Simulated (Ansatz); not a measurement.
# Br₂GaHS, SMILES [SH][Ga]([Br])[Br]: a rigid torsion scan

Program: the Ansatz DFT code, driven from Python.

The cells in order, each with its output:

In [1]:
```python
import ansatz as az
from ase import Atoms
```

In [2]:
```python
atoms = Atoms(["S", "Ga", "Br", "Br", "H"], positions=[
    (0.3273, 1.6213, 0.0471),
    (0.5887, -0.4655, -0.5082),
    (1.5381, -1.1683, 1.1544),
    (-1.5336, -1.3204, -1.456),
    (-0.8705, 1.2592, 0.7213),
])

# start the scan from a relaxed geometry
first = (
    az.Crystal.molecule_from_ase(atoms).calculation()
    .basis(gaussian="def2-SVP")
    .functional("r2scan", dispersion="d4")
    .relax(force_tolerance=0.02, max_steps=80)
)
atoms.positions = first.run(threads=1).report["positions_ang"]
```

In [3]:
```python
start = atoms.get_dihedral(2, 1, 0, 4)
energies = {}
for turn in range(0, 360, 40):
    turned = atoms.copy()
    turned.set_dihedral(2, 1, 0, 4, start + turn, indices=[0, 4])
    calc = (
        az.Crystal.molecule_from_ase(turned).calculation()
        .basis(gaussian="def2-SVP")
        .functional("r2scan", dispersion="d4")
    )
    energies[round((start + turn) % 360)] = calc.run(threads=1).report["free_energy_ev"]
floor = min(energies.values())
print("dihedral Br2-Ga1-S0-H4 (deg)   E - E(min) (kJ/mol)")
for angle, e in sorted(energies.items()):
    print(f"{angle:8d} {96.485332 * (e - floor):14.3f}  " + "#" * int(30 * (e - floor) / max(max(energies.values()) - floor, 1e-9)))
```
```text
dihedral Br2-Ga1-S0-H4 (deg)   E - E(min) (kJ/mol)
      20          3.050  ###
      60         18.885  #######################
     100         24.604  #############################
     140         10.200  ############
     180          0.000
     220         10.206  ############
     260         24.606  ##############################
     300         18.879  #######################
     340          3.045  ###
```

Caveats:
- These settings explore the input space; basis and method may be short of convergence.
- The scan is rigid and the energies are electronic, in a modest basis. With rigid groups the curve can differ much from the relaxed path, the start wasn't checked as a minimum of this torsion, and equivalent turns needn't return to the same energy.
- The whole script took 4.8 min on 1 thread of Arm Neoverse V1, on a shared host, peak memory 0.27 GiB.
